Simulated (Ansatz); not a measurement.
# BAs (zincblende type): the cost of one run

Method: DFT LDA, with the methods named in each step, in Ansatz 0.2.0.

**1. Starting point**

Symmetry: F-43m, No. 216, cubic system. Conventional cell: a = 4.733 Å, b = 4.733 Å, c = 4.733 Å, α = 90.00°, β = 90.00°, γ = 90.00°. Around B (site symmetry -43m) lie 4 As at 2.05 Å. As (site symmetry -43m) has 4 B at 2.05 Å as nearest neighbours.

As a file:

```cif
data_structure
_symmetry_space_group_name_H-M 'P 1'
_symmetry_Int_Tables_number 1
_cell_length_a 3.3464
_cell_length_b 3.3464
_cell_length_c 3.3464
_cell_angle_alpha 60.000
_cell_angle_beta 60.000
_cell_angle_gamma 60.000
_cell_volume 26.50
loop_
_atom_site_label
_atom_site_type_symbol
_atom_site_fract_x
_atom_site_fract_y
_atom_site_fract_z
_atom_site_occupancy
B1 B 0.00000 0.00000 0.00000 1
As1 As 0.25000 0.25000 0.25000 1
```

Whether this phase is the stable one at these pressures isn't tested.

Atoms are numbered in the order of the input: B1, As2.

**2. The reference volume, LAPW**

input.yaml

```yaml
crystal:
  lattice:
    - [0.0, 2.3662817983, 2.3662817983]
    - [2.3662817983, 0.0, 2.3662817983]
    - [2.3662817983, 2.3662817983, 0.0]
  atoms:
    - { symbol: B, position: [0.0, 0.0, 0.0] }
    - { symbol: As, position: [0.25, 0.25, 0.25] }
kpoints:
  mp_grid: { grid: [15, 15, 15] }
  band_path:
    path:
      - [0.0, 0.0, 0.0]
      - [-0.5, -0.5, 0.0]
      - [-0.375, -0.375, 0.25]
      - [-0.375, 0.0, 0.375]
      - [0.0, 0.0, 0.0]
      - [0.0, 0.0, 0.5]
      - [-0.5, -0.25, 0.25]
      - [-0.5, -0.5, 0.0]
    npoints: 14
scf:
  occupations: { method: fermi_dirac, width: 0.05 }
hamiltonian:
  xc: lda
  pseudopotentials: { kind: all_electron, lapw: { basis_error: 0.001 } }
output:
  forces: true
  stress: true
  eigenvalues: true
  populations: true
  dos: { projected: true, de: 0.2, e_range: [-14, 8] }
```

Run with:

```console
ansatz run input.yaml --threads 1 --pin off --max-ram 2048MiB --backend cpu --events-out ev --progress --plain --runs-dir out
```

**Question.** How long does this run take on 1 thread of Arm Neoverse V2, shared host, and how much memory does it need?

About 31 s, with a peak of 0.35 GiB.
